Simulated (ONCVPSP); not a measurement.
# Sr: generating and testing an ONCV potential

Do these settings give a usable potential? It is generated, then checked for transferability, scattering, ghosts and hardness.

Method: ONCVPSP 4.0.1, PBE, scalar-relativistic.

### Step 1. Starting point

Typed settings, in words:

```json
{
  "element": "strontium (Sr, Z = 38)",
  "type": "optimised norm-conserving Vanderbilt (ONCV)",
  "frozen core": "[Ar] 3d10",
  "valence charge": "10",
  "reference configuration": "4s2 4p6 5s2",
  "partial waves": "4s+5s: rc 2.65 bohr, ncon 3, nbas 6, qcut 3.6 1/bohr, 3 projectors, debl 3 Ha; 4p: rc 2.30 bohr, ncon 3, nbas 8, qcut 6.7 1/bohr, 2 projectors, debl 2.2 Ha; d scattering state at 0.08 Ha: rc 2.35 bohr, ncon 4, nbas 8, qcut 4 1/bohr, 2 projectors, debl 2.1 Ha",
  "local potential": "polynomial inside 1.68 bohr (lpopt 3, dvloc0 0 Ha)",
  "core correction": "not asked for"
}
```

An earlier all-electron run gives the scale for the radii.

All-electron outer shells of the reference configuration (PBE, scalar-relativistic, ld1.x):

```csv
shell,level (eV),outermost node (bohr),outermost maximum (bohr)
4s,-40.90,0.59,1.19
4p,-22.82,0.61,1.33
5s,-3.53,1.65,3.72
5p,-1.28,1.96,4.83
4d,-1.28,0.65,2.12
```

### Step 2. The generation run

The input, Sr.dat:

```
# ATOM AND REFERENCE CONFIGURATION
# atsym  z   nc   nv     iexc    psfile
  Sr 38.00    6    3        4      upf
#
#   n    l    f
    1    0    2.00
    2    0    2.00
    2    1    6.00
    3    0    2.00
    3    1    6.00
    3    2   10.00
    4    0    2.00
    4    1    6.00
    5    0    2.00
#
# PSEUDOPOTENTIAL AND OPTIMIZATION
# lmax
    2
#
#   l,   rc,      ep,       ncon, nbas, qcut
    0    2.65    0.00    3    6    3.60
    1    2.30    0.00    3    8    6.70
    2    2.35    0.08    4    8    4.00
#
# LOCAL POTENTIAL
# lloc, lpopt,  rc(5),   dvloc0
    4    3    1.68    0.00
#
# VANDERBILT-KLEINMAN-BYLANDER PROJECTORs
# l, nproj, debl
    0    3    3.00
    1    2    2.20
    2    2    2.10
#
# MODEL CORE CHARGE
# icmod, fcfact, rcfact
    0    0.00    0.00
#
# LOG DERIVATIVE ANALYSIS
# epsh1, epsh2, depsh
   -3.00    5.00    0.02
#
# OUTPUT GRID
# rlmax, drl
    6.00    0.01
#
# TEST CONFIGURATIONS
# ncnf
    4
# nvcnf
#   n    l    f
    3
    4    0    2.00
    4    1    6.00
    5    0    1.00
#
    3
    4    0    2.00
    4    1    6.00
    5    0    0.00
#
    3
    4    0    2.00
    4    1    6.00
    5    0    1.50
#
    3
    4    0    2.00
    4    1    5.00
    5    0    2.00
#
```

Run with:

```console
$ oncvpsp.x < Sr.dat > Sr.out
```

**Question.** What will these runs give? Wanted: cutoffs for 1 and 0.1 mHa per electron, occupied waves; bound ghosts; GHOST(+) flags; largest test error; largest phase difference near zero energy, channels read; projector energies reset by the program.

The runs gave:

```
                                                quantity                      value
  cutoffs for 1 and 0.1 mHa per electron, occupied waves          7.5 Ha and 9.7 Ha
                                            bound ghosts                 none found
                                          GHOST(+) flags         none at low energy
                            largest test error (AE − PS)  -8.9 meV, for 4s2 4p5 5s2
largest phase difference near zero energy, channels read                  0.004 rad
                 projector energies reset by the program         d: 0.050, 2.150 Ha
```

**Reading.** The worst unpolarised test, 4s2 4p5 5s2, is off by 8.9 meV on 28.3 eV; by total energies transferability rates as good. The potential is soft on the atom at that tolerance: the looser tolerance needs 7.5 Ha. At the looser tolerance the 4p wave is the slowest; 4s needs 4 Ha. The program's ghost test flags no bound state. Near zero energy the phases of the channels with partial waves agree within 0.004 rad.
